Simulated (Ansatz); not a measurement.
This script drives Ansatz's Python interface.

`cl2zn.xyz`
```text
3

Cl   -1.63090    0.67650   -0.82750
Zn    0.04610    0.15110    0.04450
Cl    1.57380   -0.89240    0.76970
```

The script, `cl2zn.py`:
```python
"""One bond of Cl2Zn held at set lengths while the rest relaxes."""

import ansatz as az
import numpy as np

system = az.Crystal.molecule_from_extxyz("cl2zn.xyz")

base = (
    system.calculation()
    .basis(gaussian="def2-SVP")
    .functional("PBE", dispersion="d4")
    .accuracy("medium")
)
symbols = [site.symbol for site in system.cartesian_sites]
pairs = [(0, 1), (1, 2)]
print("held (A)   E (eV)        ", "  ".join(f"{symbols[i]}{i}-{symbols[j]}{j}" for i, j in pairs))
for length in [1.8, 1.96, 2.12, 2.35, 2.65]:
    data = base.relax(constraints=[az.DistanceConstraint((0, 1), at=length)], force_tolerance=0.02, max_steps=60).run().report
    xyz = np.array(data["positions_ang"])
    print(f"{length:6.2f} {data['free_energy_ev']:14.5f}  ", "  ".join(f"{np.linalg.norm(xyz[i] - xyz[j]):.3f}" for i, j in pairs))
```

It is started by `python cl2zn.py`. Estimate its wall time and peak memory on 1 thread of Arm Neoverse V2, with other jobs on the host.

It took about 30 s, with a peak of 0.19 GiB, for 5 runs of the engine.

`python cl2zn.py` gives:
```text
held (A)   E (eV)         Cl0-Zn1  Zn1-Cl2
DeckWarning: relax.constraints: the input's atoms, or those drawn, lie off the distances that are held; a relaxation that starts there is brought onto them ahead of its first SCF, by positions alone, an atom by 8.09e-2 Å at the most. With the symmetry detection on, the symmetry is detected on the input's atoms as so brought (as typed, where only the drawn atoms reach the distances), and notices that speak of the structure as typed mean those atoms
  1.80   -73434.20034   1.800  2.108
  1.96   -73435.15205   1.960  2.103
  2.12   -73435.34559   2.120  2.104
  2.35   -73435.00788   2.350  2.102
  2.65   -73434.19636   2.650  2.105
```
(Warnings from the package without file and line, repeats left out.)

The settings weren't tested for convergence. The energies are electronic: no zero-point or thermal terms, and the basis set is short of its limit.
